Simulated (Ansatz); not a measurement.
# NiMoIrPdW (P-3m1) in Ansatz: single point with PBE+U

Aim: the single point of NiMoIrPdW with PBE+U.

Everything below comes from runs of Ansatz 0.2.0. Logs are shortened: lines on timing, memory, paths and dates and some standing lists are left out, and cuts for length are marked.

### Step 1. The structure

The structure is trigonal, space group P-3m1 (No. 164). The conventional cell has a = 2.771 Å, b = 2.771 Å, c = 22.020 Å, α = 90.00°, β = 90.00°, γ = 120.00°. Around Ni (site symmetry 3m) lie 3 Mo at 2.55 Å and 3 Pd at 2.65 Å and 6 Ni at 2.77 Å. Mo (site symmetry 3m) has 3 Ni at 2.55 Å and 3 Ir at 2.76 Å and 6 Mo at 2.77 Å as nearest neighbours. Pd (site symmetry 3m) is surrounded by 3 Ni at 2.65 Å and 9 Pd at 2.77 to 2.84 Å. Ir (site symmetry 3m) has 3 Mo at 2.76 Å and 3 W at 2.77 Å and 6 Ir at 2.77 Å as nearest neighbours. W (site symmetry 3m) has 3 Ir at 2.77 Å and 9 W at 2.77 to 2.93 Å as nearest neighbours.

The cell was built by a generator and needn't be a form met in nature.

### Step 2. Single point, PBE+U, collinear spin, ferromagnetic start

File input.yaml:

```yaml
crystal:
  lattice:
    - [2.77085, 0.0, 0.0]
    - [-1.38543, 2.39963, 0.0]
    - [0.0, 0.0, 22.01961]
  atoms:
    - { symbol: Ni, position: [0.33333, 0.66667, 0.85081], spin: 1.0 }
    - { symbol: Ni, position: [0.66667, 0.33333, 0.14919], spin: 1.0 }
    - { symbol: Mo, position: [0.66667, 0.33333, 0.76059], spin: 1.0 }
    - { symbol: Mo, position: [0.33333, 0.66667, 0.23941], spin: 1.0 }
    - { symbol: Pd, position: [0.33333, 0.66667, 0.05329] }
    - { symbol: Pd, position: [0.66667, 0.33333, 0.94671] }
    - { symbol: Ir, position: [0.33333, 0.66667, 0.65827], spin: 0.6 }
    - { symbol: Ir, position: [0.66667, 0.33333, 0.34173], spin: 0.6 }
    - { symbol: W, position: [0.33333, 0.66667, 0.44418] }
    - { symbol: W, position: [0.66667, 0.33333, 0.55582] }
kpoints:
  mp_grid: { grid: [8, 8, 2] }
scf:
  occupations: { method: fermi_dirac, width: 0.05 }
hamiltonian:
  xc: pbe
  pseudopotentials: { kind: all_electron, lapw: { basis_error: 0.002 } }
  hubbard:
    sites:
      - { species: Ir, l: d, u_eff: 3 }
      - { species: Mo, l: d, u_eff: 3 }
      - { species: Ni, l: d, u_eff: 3 }
      - { species: Pd, l: d, u_eff: 3 }
      - { species: W, l: d, u_eff: 3 }
    double_counting: fll
    projectors: ortho-atomic
magnetization:
  spin_polarized: true
output:
  forces: true
  stress: true
  eigenvalues: true
  hubbard: {}
```

Potentials or basis: all-electron LAPW, scalar-relativistic.

Command:

```sh
ansatz run input.yaml --threads 8 --pin off --max-ram 24576MiB --backend cpu --events-out ev --progress --plain --runs-dir out
```

Log:

```text
Warning: the atoms were moved onto the symmetric positions of the space group found under crystal.symmetry.tolerance 1.0e-5 (fractional; no operation is sought that the atoms, as they stand in a round, miss by more than twice it, and no atom is moved by as much as it), and the run uses the moved positions. Before a round's move an operation carried an atom to 2.77e-5 Å from where it should land, the largest such distance. Atom 0 (counting from 0) moved farthest, by 1.60e-5 Å; the longest move in fractions of the cell, of whichever atom, is 0.47 of the tolerance, in 1 round. To run the atoms as typed, lower crystal.symmetry.tolerance until the operations that they miss are no longer found, or set crystal.symmetry.detect: false (a key that needs symmetry detection or time reversal refuses this as the deck is read). The positions used, in the order of the run's atom list: position: [0.3333333333333333, 0.6666666666666666, 0.85081]; position: [0.6666666666666666, 0.3333333333333333, 0.14919]; position: [0.6666666666666666, 0.3333333333333333, 0.76059]; position: [0.3333333333333333, 0.6666666666666666, 0.23941]; position: [0.3333333333333333, 0.6666666666666666, 0.05329]; position: [0.6666666666666666, 0.3333333333333333, 0.94671]; position: [0.3333333333333333, 0.6666666666666666, 0.65827]; position: [0.6666666666666666, 0.3333333333333333, 0.34173]; position: [0.3333333333333333, 0.6666666666666666, 0.44418]; position: [0.6666666666666666, 0.3333333333333333, 0.55582]; The lattice was moved too: crystal.lattice keeps the space group found at crystal.symmetry.tolerance 1.0e-5 only nearly: the operation that it misses by the most changes a squared length by the fraction 4.62e-6. The run uses the lattice that is a stretch of the typed one, with no rotation, onto the one that keeps every operation to a double's rounding (on a very oblique basis the stretch itself rounds by more); the deck's lattice vector that moved farthest moved by 3.53e-6 Å. To run the lattice as typed, set crystal.symmetry.tolerance under 4.49e-7, the least fraction by which an operation that the lattice misses changes a squared length (the same key also sets how far an atom may lie from its image, so lowering it can lose operations that the atoms keep only within it), or set crystal.symmetry.detect: false, as for the atoms. crystal.lattice made exact, in Å and degrees: [[2.7708520264577463, 2.8867513459737068e-6, 0.0], [-1.3854285132288733, 2.399626801664327, 0.0], [0.0, 0.0, 22.01961]]. Pasted over the deck's crystal.lattice, beside positions in fractional coordinates, it runs the same cell (given as lengths and angles, that cell in the form's own orientation, a rigid turn of the misfit's size from the one run here, for which a checkpoint.post_process_only pass over this run's state can be refused: where this run relaxes nothing, give such a pass this deck's own crystal.lattice, as typed; behind a relaxation, as crystal.lattice, the state's own cell, identity.cell in its checkpoint.json), and a matrix so pasted ends this notice, except on a very skew basis of the lattice, where the rounding of the pasted numbers themselves can read as a misfit: the cell is then moved again, and that move is told again. The lattice as run is in this notice's lattice.as_run_ang field (Run.prep()["deck_notices"] in Python, the deck_notice line of an events file, deck_notices of ansatz run --dry-run=json, or deck_notices in record.json in the deck's checkpoint.write directory).
Warning: RAYON_NUM_THREADS=8 ignored (pool sized by the plan → 8); use --threads N
Ni: projections on atomic orbitals take those of the free atom 1s2 2s2 2p6 3s2 3p6 3d8 4s2, of charge +0.00 (hamiltonian.pseudopotentials.projection_atoms)
Mo: projections on atomic orbitals take those of the free atom 1s2 2s2 2p6 3s2 3p6 3d10 4s2 4p6 4d5 5s1, of charge +0.00 (hamiltonian.pseudopotentials.projection_atoms)
Pd: projections on atomic orbitals take those of the free atom 1s2 2s2 2p6 3s2 3p6 3d10 4s2 4p6 4d10, of charge +0.00 (hamiltonian.pseudopotentials.projection_atoms)
Ir: projections on atomic orbitals take those of the free atom 1s2 2s2 2p6 3s2 3p6 3d10 4s2 4p6 4d10 4f14 5s2 5p6 5d7 6s2, of charge +0.00 (hamiltonian.pseudopotentials.projection_atoms)
W: projections on atomic orbitals take those of the free atom 1s2 2s2 2p6 3s2 3p6 3d10 4s2 4p6 4d10 4f14 5s2 5p6 5d4 6s2, of charge +0.00 (hamiltonian.pseudopotentials.projection_atoms)
LAPW: plane waves up to 8.413 Å⁻¹, error target 2.0e-3 eV per atom; small_component_spin mean_spin; Ni in spheres of 1.277 Å, 18 of its electrons in bands, Dirac shells []; Mo in spheres of 1.273 Å, 30 of its electrons in bands, Dirac shells []; Pd in spheres of 1.359 Å, 28 of its electrons in bands, Dirac shells []; W in spheres of 1.359 Å, 38 of its electrons in bands, Dirac shells []; Ir in spheres of 1.359 Å, 41 of its electrons in bands, Dirac shells [] (how accurate: hamiltonian.pseudopotentials.lapw.basis_error, Limitations)
Engine: ansatz 0.2.0, x86_64-unknown-linux-gnu
Pseudopotentials: kind: all_electron
Pseudopotential: Ni, LAPW, valence charge 18, lapw/all_electron/scalar/gaussian/Ni, Koelling and Harmon's equation, gaussian nucleus
Pseudopotential: Mo, LAPW, valence charge 30, lapw/all_electron/scalar/gaussian/Mo, Koelling and Harmon's equation, gaussian nucleus
Pseudopotential: Pd, LAPW, valence charge 28, lapw/all_electron/scalar/gaussian/Pd, Koelling and Harmon's equation, gaussian nucleus
Pseudopotential: Ir, LAPW, valence charge 41, lapw/all_electron/scalar/gaussian/Ir, Koelling and Harmon's equation, gaussian nucleus
Pseudopotential: W, LAPW, valence charge 38, lapw/all_electron/scalar/gaussian/W, Koelling and Harmon's equation, gaussian nucleus
Functional definition: PBE
  parameter kappa = 0.804
  parameter beta = 0.06672455060314922
  exchange = pbe_x(kappa = kappa, mu = beta*pi^2/3)
  correlation = pbe_c(beta = beta)
Crystal: 10 atoms, lattice volume = 146.409 Å³
Basis set: ecut = 269.660177403812 eV, 1499 PW (Γ), exchange–correlation at level 2
Bands: 190, of which v1, the nominal top of the filled ones, is band 155 counted from 1 (154 counted from 0)
Symmetry: 12 space group operations
[... 118 lines left out ...]
  k-point 19 ↓: bands = ["-351.8459", "-351.8459", "-351.8138", "-351.8138", "-351.8138", "-351.8138", "-299.0530", "-299.0530", "-299.0427", "-299.0427", "-299.0427", "-299.0427", "-299.0419", "-299.0419", "-299.0419", "-299.0419", "-260.3634", "-260.3634", "-260.3209", "-260.3209", "-260.3209", "-260.3209", "-260.3168", "-260.3168", "-260.3168", "-260.3168", "-208.9835", "-208.9835", "-208.9835", "-208.9835", "-208.9572", "-208.9572", "-208.9373", "-208.9373", "-208.9373", "-208.9373", "-193.7182", "-193.7182", "-193.7182", "-193.7182", "-193.7130", "-193.7130", "-193.6877", "-193.6877", "-193.6877", "-193.6877", "-77.9311", "-77.9311", "-67.5954", "-67.5953", "-58.8444", "-58.8403", "-49.8259", "-49.8206", "-38.5458", "-38.5458", "-38.2789", "-38.2789", "-38.2646", "-38.2646", "-36.8897", "-36.8897", "-32.0248", "-32.0248", "-32.0113", "-32.0113", "-32.0105", "-32.0105", "-31.9905", "-31.9905", "-31.9864", "-31.9864", "-31.9803", "-31.9803", "-31.9796", "-31.9796", "-24.7449", "-24.7285", "-24.6687", "-24.6687", "-24.6681", "-24.6417", "-24.5901", "-24.5743", "-24.5374", "-24.5374", "-24.5238", "-24.5238", "-14.5650", "-14.5160", "-14.2715", "-14.2102", "-14.0836", "-14.0439", "-11.4586", "-11.4586", "-11.1394", "-11.1394", "-11.0586", "-11.0586", "-4.1568", "-4.1506", "-4.1502", "-4.1495", "-4.1448", "-4.1421", "-4.1417", "-4.1384", "-4.1282", "-4.1277", "-4.1109", "-4.1101", "-4.0779", "-4.0778", "18.3765", "18.4280", "18.8123", "19.0054", "19.3063", "19.3193", "19.3655", "19.4478", "19.5191", "19.7206", "19.8769", "20.0197", "20.0241", "20.2068", "20.3126", "20.5081", "20.5932", "20.6317", "20.7372", "20.8673", "21.2825", "21.3277", "21.3995", "21.4498", "21.5801", "21.6217", "21.6722", "21.7442", "22.0337", "22.1973", "22.4271", "22.5387", "22.8049", "23.2638", "23.3081", "23.3120", "23.4354", "23.7095", "23.8628", "24.1977", "24.2299", "24.3958", "25.0192", "25.4721", "25.5206", "25.8558", "25.8789", "26.3082", "26.9669", "27.4524", "28.8369", "29.0540", "29.2367", "29.3877", "30.3805", "30.4206", "30.8537", "30.8923", "31.4932", "31.6926", "31.9710", "32.2093", "32.9032", "33.1000", "33.7403", "33.9930", "34.4778", "34.5541", "34.9305", "34.9567", "35.7478", "36.1448", "36.5588", "36.5641", "36.6202", "37.3022"]
Occupation matrices written to <dir>
--- Occupation matrices: 10 shells (run DFT+U table (ortho-atomic); ε = 2.47e-3) ---
  Ni0 d_3D: site group C3v (3m)
  Ni0 d_3D up     Tr n = 4.5428  λ = 0.875 0.875 0.929 0.932 0.932  [2× xz 0.49 E(1.00) | 3× z2 0.33 E(0.67)]
  Ni0 d_3D dn     Tr n = 4.3592  λ = 0.800 0.869 0.869 0.910 0.910  [z2 1.00 A1(1.00) | 2× xz 0.49 E(1.00) | 2× x2-y2 0.49 E(1.00)]
  Ni1 d_3D: site group C3v (3m)
  Ni1 d_3D up     Tr n = 4.5428  λ = 0.875 0.875 0.929 0.932 0.932  [2× xz 0.49 E(1.00) | 3× z2 0.33 E(0.67)]
  Ni1 d_3D dn     Tr n = 4.3592  λ = 0.800 0.869 0.869 0.910 0.910  [z2 1.00 A1(1.00) | 2× xz 0.49 E(1.00) | 2× x2-y2 0.49 E(1.00)]
  Mo2 d_4D: site group C3v (3m)
  Mo2 d_4D up     Tr n = 2.6623  λ = 0.496 0.496 0.541 0.564 0.564  [2× xz 0.49 E(1.00) | z2 1.00 A1(1.00) | 2× x2-y2 0.49 E(1.00)]
  Mo2 d_4D dn     Tr n = 2.6234  λ = 0.484 0.484 0.537 0.559 0.559  [2× xz 0.50 E(1.00) | z2 1.00 A1(1.00) | 2× x2-y2 0.50 E(1.00)]
  Mo3 d_4D: site group C3v (3m)
  Mo3 d_4D up     Tr n = 2.6623  λ = 0.496 0.496 0.541 0.564 0.564  [2× xz 0.49 E(1.00) | z2 1.00 A1(1.00) | 2× x2-y2 0.49 E(1.00)]
  Mo3 d_4D dn     Tr n = 2.6234  λ = 0.484 0.484 0.537 0.559 0.559  [2× xz 0.50 E(1.00) | z2 1.00 A1(1.00) | 2× x2-y2 0.50 E(1.00)]
  Pd4 d_4D: site group C3v (3m)
  Pd4 d_4D up     Tr n = 4.7934  λ = 0.952 0.957 0.957 0.964 0.964  [z2 1.00 A1(1.00) | 2× x2-y2 0.48 E(1.00) | 2× xz 0.48 E(1.00)]
  Pd4 d_4D dn     Tr n = 4.7799  λ = 0.950 0.951 0.951 0.964 0.964  [3× z2 0.33 E(0.67) | 2× xz 0.40 E(1.00)]
  Pd5 d_4D: site group C3v (3m)
  Pd5 d_4D up     Tr n = 4.7934  λ = 0.952 0.957 0.957 0.964 0.964  [z2 1.00 A1(1.00) | 2× x2-y2 0.48 E(1.00) | 2× xz 0.48 E(1.00)]
  Pd5 d_4D dn     Tr n = 4.7799  λ = 0.950 0.951 0.951 0.964 0.964  [3× z2 0.33 E(0.67) | 2× xz 0.40 E(1.00)]
  Ir6 d_5D: site group C3v (3m)
  Ir6 d_5D up     Tr n = 4.0835  λ = 0.757 0.827 0.827 0.837 0.837  [z2 1.00 A1(1.00) | 2× x2-y2 0.42 E(1.00) | 2× xz 0.42 E(1.00)]
  Ir6 d_5D dn     Tr n = 3.8962  λ = 0.746 0.746 0.746 0.829 0.829  [3× z2 0.33 E(0.67) | 2× xz 0.50 E(1.00)]
  Ir7 d_5D: site group C3v (3m)
  Ir7 d_5D up     Tr n = 4.0835  λ = 0.757 0.827 0.827 0.837 0.837  [z2 1.00 A1(1.00) | 2× x2-y2 0.42 E(1.00) | 2× xz 0.42 E(1.00)]
  Ir7 d_5D dn     Tr n = 3.8962  λ = 0.746 0.746 0.746 0.829 0.829  [3× z2 0.33 E(0.67) | 2× xz 0.50 E(1.00)]
  W8 d_5D: site group C3v (3m)
  W8 d_5D up     Tr n = 2.4728  λ = 0.428 0.428 0.532 0.532 0.553  [2× xz 0.50 E(1.00) | 2× x2-y2 0.50 E(1.00) | z2 1.00 A1(1.00)]
  W8 d_5D dn     Tr n = 2.5038  λ = 0.432 0.432 0.540 0.540 0.561  [2× xz 0.50 E(1.00) | 2× x2-y2 0.50 E(1.00) | z2 1.00 A1(1.00)]
  W9 d_5D: site group C3v (3m)
  W9 d_5D up     Tr n = 2.4728  λ = 0.428 0.428 0.532 0.532 0.553  [2× xz 0.50 E(1.00) | 2× x2-y2 0.50 E(1.00) | z2 1.00 A1(1.00)]
  W9 d_5D dn     Tr n = 2.5038  λ = 0.432 0.432 0.540 0.540 0.561  [2× xz 0.50 E(1.00) | 2× x2-y2 0.50 E(1.00) | z2 1.00 A1(1.00)]
  Tr n, λ and their labels are of the run-group-symmetrised matrices; stabiliser: 12 of 24 elements of G0×{1,Θ} (closed), max defect 5.0e-15 at τ = 5.2e-4
```

Run time: 5.7 min. Hardware: 8 threads of AMD EPYC 7R43 (Zen 3), shared host; peak memory 4.1 GiB.

Results:

```yaml
Free_energy: -2426166.9315 eV
Pressure: 0.8 GPa
Largest_force: 0.078 eV/Å
Band_gap_on_the_k_mesh: none (metal or under the smearing width)
Net_moment: 0.76 μB per cell
Absolute_moment: 0.97 μB per cell
Site_moments: Ni +0.19; Mo +0.03; Pd +0.01; Ir +0.18; W -0.03 μB
```

Forces in eV/Å, atoms in the order of the input:
```
Ni   0.000  0.000  0.029
Ni   0.000  0.000 -0.029
Mo   0.000  0.000 -0.053
Mo   0.000  0.000  0.053
Pd   0.000  0.000  0.011
Pd   0.000  0.000 -0.011
Ir   0.000  0.000  0.021
Ir   0.000  0.000 -0.021
W    0.000  0.000 -0.078
W    0.000  0.000  0.078
```

Stress tensor (GPa, compression positive):
```
0.99 0.00 0.00
0.00 0.99 0.00
0.00 0.00 0.38
```

Levels at points of the mesh, in eV from the Fermi level:
Spin up:
| k point | band 151 | band 152 | band 153 | band 154 | band 155 | band 156 | band 157 | band 158 | band 159 | band 160 |
| --- | --- | --- | --- | --- | --- | --- | --- | --- | --- | --- |
| (0.00, 0.00, 0.00) | -1.38 | -1.17 | -1.17 | -0.80 | -0.80 | -0.40 | -0.40 | -0.34 | -0.29 | -0.29 |
| (0.00, 0.00, -0.50) | -1.20 | -1.20 | -1.07 | -0.85 | -0.78 | -0.78 | -0.42 | -0.42 | -0.27 | -0.27 |
| (0.00, -0.50, 0.00) | -0.10 | 0.08 | 0.67 | 0.77 | 1.10 | 1.11 | 1.63 | 1.72 | 1.80 | 2.11 |
| (0.00, -0.50, -0.50) | -0.10 | 0.40 | 0.67 | 0.77 | 1.11 | 1.21 | 1.26 | 1.71 | 2.05 | 2.07 |
Spin down:
```
             k point  band 150  band 151  band 152  band 153  band 154  band 155  band 156  band 157  band 158  band 159
  (0.00, 0.00, 0.00)     -1.27     -1.22     -1.09     -1.09     -0.78     -0.78     -0.37     -0.37     -0.33     -0.27
 (0.00, 0.00, -0.50)     -1.28     -1.13     -1.13     -1.02     -0.80     -0.75     -0.75     -0.40     -0.40     -0.25
 (0.00, -0.50, 0.00)     -0.07      0.02      0.11      0.86      1.16      1.18      1.36      1.67      1.82      1.85
(0.00, -0.50, -0.50)     -0.09     -0.07      0.42      0.87      1.18      1.23      1.33      1.36      1.81      2.07
```

Caveat: the k mesh is thin for a metal, which can move the energy by tens of meV per atom; the magnetic state may not be the lowest; the U is typed as a test and isn't derived for this compound.
